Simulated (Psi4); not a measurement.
# InCl2F (SMILES [F][In]([Cl])[Cl]): HSE06/def2-SVP (core potential)

What is the vertical singlet–triplet gap of InCl2F at HSE06/def2-SVP (core potential)? 

The calculation is run with Psi4 1.11.

6 further runs of the same task are left out: 4 that didn't finish, 2 set aside as unsound or not needed.

**1. The molecule**

InCl2F: 4 atoms, total charge 0, spin state singlet. SMILES: `[F][In]([Cl])[Cl]`. The shape is that of a PBE0-D4/def2-TZVP optimisation.

Bond lengths: F1–In2 1.926 Å, In2–Cl3 2.285 Å, In2–Cl4 2.285 Å. Angles: F1–In2–Cl3 117.6°, F1–In2–Cl4 117.6°, Cl3–In2–Cl4 124.8°.

**2. Energy and gradient at HSE06/def2-SVP (core potential)**

Input file cl2fin.xyz:

```xyz
4
Cl2FIn
F      0.230900     0.992100     1.678900
In     0.019100     0.009200     0.035600
Cl     1.200200    -1.933300    -0.195800
Cl    -1.394700     0.871700    -1.539000
```

Input file job.py:

```python
import psi4

psi4.set_memory(2200000000)
psi4.set_num_threads(1)
psi4.core.set_output_file('psi4.out', False)

with open('cl2fin.xyz') as f:
    atoms = ''.join(f.readlines()[2:])
mol = psi4.geometry('0 1\n' + atoms + 'symmetry c1\nno_reorient\nno_com')

psi4.set_options({
    'basis': 'def2-SVP',
    'puream': True,
    'e_convergence': 1e-09,
    'd_convergence': 1e-08,
    'scf_type': 'pk',
    'dft_radial_points': 99,
    'dft_spherical_points': 590,
})

E, wfn = psi4.gradient("hse06", return_wfn=True)
print('gradient / Eh bohr^-1')
print(E.np.round(6))
print(f'energy = {wfn.energy():.10f} Eh')
for k, v in sorted(psi4.core.scalar_variables().items()):
    print(f'{k:45s} {v:18.10f}')
```

Launch:

```
python job.py
```

psi4.out (excerpt; [...] marks lines left out):

```text
[...]
    !!!  WARNING: ECP capability is in beta. Please check occupations closely.  !!!
[...]
  Running in c1 symmetry.
[...]
  Nuclear repulsion =  299.904224814640884
[...]
  Multiplicity = 1
[...]
  Nalpha       = 32
  Nbeta        = 32
[...]
    Number of basis functions: 76
[...]
   @RKS iter   1: -1209.64917227308592   -1.03262e+00   7.38619e-03 DIIS/ADIIS
[...]
   @RKS iter  12: -1209.77137720362975    1.88720e-11   2.98011e-09 DIIS
[...]
    Orbital Energies [Eh]
    ---------------------
    Doubly Occupied:
       1A   -101.684883     2A   -101.684873     3A    -24.719157
       4A     -9.528886     5A     -9.528877     6A     -7.266394
       7A     -7.266383     8A     -7.259814     9A     -7.259804
      10A     -7.259193    11A     -7.259181    12A     -4.771981
      13A     -3.173079    14A     -3.166050    15A     -3.163468
      16A     -1.119761    17A     -0.875596    18A     -0.870329
      19A     -0.841519    20A     -0.839192    21A     -0.832301
      22A     -0.800500    23A     -0.794450    24A     -0.471196
      25A     -0.398825    26A     -0.398254    27A     -0.385784
      28A     -0.364537    29A     -0.347429    30A     -0.337765
      31A     -0.336737    32A     -0.333372
[...]
  @RKS Final Energy: -1209.77137720362975
   => Energetics <=
    Nuclear Repulsion Energy =            299.9042248146408838
    One-Electron Energy =               -2342.9991640895295859
    Two-Electron Energy =                 897.5061134540995909
    DFT Exchange-Correlation Energy =     -64.1825513828406002
    Empirical Dispersion Energy =           0.0000000000000000
    VV10 Nonlocal Energy =                  0.0000000000000000
    Total Energy =                      -1209.7713772036297541
[...]
 Multipole Moments:
 ------------------------------------------------------------------------------------
     Multipole            Electronic (a.u.)      Nuclear  (a.u.)        Total (a.u.)
 ------------------------------------------------------------------------------------
 L = 1.  Multiply by 2.5417464519 to convert [e a0] to [Debye]
 Dipole X            :          1.5214445           -1.5633704           -0.0419259
 Dipole Y            :         16.6712567          -16.8659946           -0.1947379
 Dipole Z            :         25.4390597          -25.7643370           -0.3252773
 Magnitude           :                                                    0.3814263
[...]
  -Total Gradient:
     Atom            X                  Y                   Z
    ------   -----------------  -----------------  -----------------
       1       -0.000915251090    -0.004248463024    -0.007104694931
       2       -0.000139171200    -0.000698910385    -0.001142520733
       3       -0.004951288084     0.008383794221     0.001272728911
       4        0.006000667445    -0.003459875728     0.006935502862
[...]
```

Standard output:

```text
gradient / Eh bohr^-1
[[-0.000915 -0.004248 -0.007105]
 [-0.000139 -0.000699 -0.001143]
 [-0.004951  0.008384  0.001273]
 [ 0.006001 -0.00346   0.006936]]
energy = -1209.7713772036 Eh
CURRENT ENERGY                                  -1209.7713772036
CURRENT REFERENCE ENERGY                        -1209.7713772036
DD SOLVATION ENERGY                                 0.0000000000
DFT FUNCTIONAL TOTAL ENERGY                     -1209.7713772036
DFT TOTAL ENERGY                                -1209.7713772036
DFT VV10 ENERGY                                     0.0000000000
DFT XC ENERGY                                     -64.1825513828
GRID ELECTRONS ALPHA                               32.0000011834
GRID ELECTRONS BETA                                32.0000011834
GRID ELECTRONS TOTAL                               64.0000023669
NUCLEAR REPULSION ENERGY                          299.9042248146
ONE-ELECTRON ENERGY                             -2342.9991640895
PCM POLARIZATION ENERGY                             0.0000000000
PE ENERGY                                           0.0000000000
SCF ITERATION ENERGY                            -1209.7713772036
SCF ITERATIONS                                     12.0000000000
SCF TOTAL ENERGY                                -1209.7713772036
TWO-ELECTRON ENERGY                               897.5061134541
XC GRID RADIAL POINTS                              99.0000000000
XC GRID SPHERICAL POINTS                          590.0000000000
XC GRID TOTAL POINTS                           221546.0000000000
```

Run time: 36 s. Hardware: 1 thread of Intel Xeon Platinum 8259CL at 2.50GHz (Skylake/Cascade Lake), shared host; peak memory 0.64 GiB.

**3. The triplet**

Input file job.json:

```json
{
 "schema_name": "qcschema_input",
 "schema_version": 1,
 "molecule": {
  "schema_name": "qcschema_molecule",
  "schema_version": 2,
  "symbols": ["F", "In", "Cl", "Cl"],
  "geometry": [0.43633776, 1.87479729, 3.17266119, 0.03609377, 0.01738548, 0.06727425, 2.26804929, -3.65340752, -0.37000838, -2.63560103, 1.64727426, -2.90828851],
  "molecular_charge": 0,
  "molecular_multiplicity": 3,
  "fix_symmetry": "c1"
 },
 "driver": "gradient",
 "model": {
  "method": "hse06",
  "basis": "def2-SVP"
 },
 "keywords": {
  "reference": "uks",
  "puream": true,
  "e_convergence": 1e-09,
  "d_convergence": 1e-08,
  "scf_type": "pk",
  "dft_radial_points": 99,
  "dft_spherical_points": 590,
  "maxiter": 100,
  "scf_properties": ["DIPOLE", "MAYER_INDICES", "LOWDIN_CHARGES"]
 }
}
```

Launch:

```
psi4 --qcschema job.json -n 1 --memory 2200MB
```

stdout (excerpt; [...] marks lines left out):

```text
[...]
    !!!  WARNING: ECP capability is in beta. Please check occupations closely.  !!!
[...]
  Running in c1 symmetry.
[...]
  Nuclear repulsion =  299.904224818262151
[...]
  Multiplicity = 3
[...]
  Nalpha       = 33
  Nbeta        = 31
[...]
    Number of basis functions: 76
[...]
   @UKS iter   1: -1209.42751248375475   -7.96956e-01   7.98298e-03 ADIIS/DIIS
[...]
   @UKS iter  29: -1209.58959036956412   -3.34239e-11   7.01564e-09 DIIS
[...]
   @S^2 Observed:                2.005041545E+00
[...]
  @UKS Final Energy: -1209.58959036956412
   => Energetics <=
    Nuclear Repulsion Energy =            299.9042248182621506
    One-Electron Energy =               -2343.1452139292209722
    Two-Electron Energy =                 897.8243137104135485
    DFT Exchange-Correlation Energy =     -64.1729149690188194
    Empirical Dispersion Energy =           0.0000000000000000
    VV10 Nonlocal Energy =                  0.0000000000000000
    Total Energy =                      -1209.5895903695638935
[...]
 Multipole Moments:
 ------------------------------------------------------------------------------------
     Multipole            Electronic (a.u.)      Nuclear  (a.u.)        Total (a.u.)
 ------------------------------------------------------------------------------------
 L = 1.  Multiply by 2.5417464519 to convert [e a0] to [Debye]
 Dipole X            :          1.3154798           -1.4328124           -0.1173325
 Dipole Y            :          6.1061851           -6.6504950           -0.5443099
 Dipole Z            :         10.2126106          -11.1229823           -0.9103717
 Magnitude           :                                                    1.0671536
[...]
  -Total Gradient:
     Atom            X                  Y                   Z
    ------   -----------------  -----------------  -----------------
       1       -0.003468034408    -0.016084472833    -0.026889363945
       2       -0.004905893242    -0.022832417938    -0.038178075854
       3       -0.041372211000     0.068699606633     0.008942337289
       4        0.049743225104    -0.029796256023     0.056102529059
[...]
```

The result, in JSON:

```text
{
 "driver": "gradient",
 "model": {
  "method": "hse06",
  "basis": "def2-SVP"
 },
 "success": true,
 "return_result": [-0.0034680344083398915, -0.016084472833307807, -0.026889363944869765, -0.004905893242044096, -0.02283241793808747, -0.03817807585356954, -0.041372210999594594, 0.06869960663307986, 0.008942337289343285, 0.049743225103584754, -0.029796256023488225, 0.05610252905895953],
 "properties": {
  "calcinfo_nbasis": 76,
  "calcinfo_nmo": 76,
  "calcinfo_nalpha": 33,
  "calcinfo_nbeta": 31,
  "calcinfo_natom": 4,
  "nuclear_repulsion_energy": 299.90422481826215,
  "return_energy": -1209.5895903695641,
  "return_gradient": [-0.0034680344083398915, -0.016084472833307807, -0.026889363944869765, -0.004905893242044096, -0.02283241793808747, -0.03817807585356954, -0.041372210999594594, 0.06869960663307986, 0.008942337289343285, 0.049743225103584754, -0.029796256023488225, 0.05610252905895953],
  "scf_one_electron_energy": -2343.145213929221,
  "scf_two_electron_energy": 897.8243137104135,
  "scf_xc_energy": -64.17291496901882,
  "scf_dipole_moment": [-0.11733254007517036, -0.544309944996157, -0.910371666004373],
  "scf_total_energy": -1209.5895903695641,
  "scf_total_gradient": [-0.0034680344083398915, -0.016084472833307807, -0.026889363944869765, -0.004905893242044096, -0.02283241793808747, -0.03817807585356954, -0.041372210999594594, 0.06869960663307986, 0.008942337289343285, 0.049743225103584754, -0.029796256023488225, 0.05610252905895953],
  "scf_iterations": 29
 }
}
```

Wall time 73 s (1 thread of Intel Xeon Platinum 8259CL at 2.50GHz (Skylake/Cascade Lake), shared host); peak memory 0.65 GiB.

**4. Results**

Level: HSE06/def2-SVP (core potential).

| quantity | value |
| --- | --- |
| singlet: total energy | -1209.77138 Eh |
| singlet: dipole moment | 0.97 D |
| singlet: HOMO energy | -9.07 eV |
| singlet: LUMO energy | -3.29 eV |
| singlet: HOMO–LUMO gap | 5.79 eV |
| singlet: largest force on an atom | 0.505 eV/Å |
| triplet: total energy | -1209.58959 Eh |
| triplet: dipole moment | 2.71 D |
| triplet: HOMO energy (highest over α and β) | -4.25 eV |
| triplet: ⟨S²⟩ | 2.005 |
| triplet: largest force on an atom | 4.149 eV/Å |
| vertical energy of the triplet above the singlet | 4.947 eV |

**Reading.** At this shape the triplet lies 4.95 eV (114 kcal/mol) above the singlet. The largest force (singlet) is 0.50 eV/Å: the shape isn't a stationary point for this species at this level.
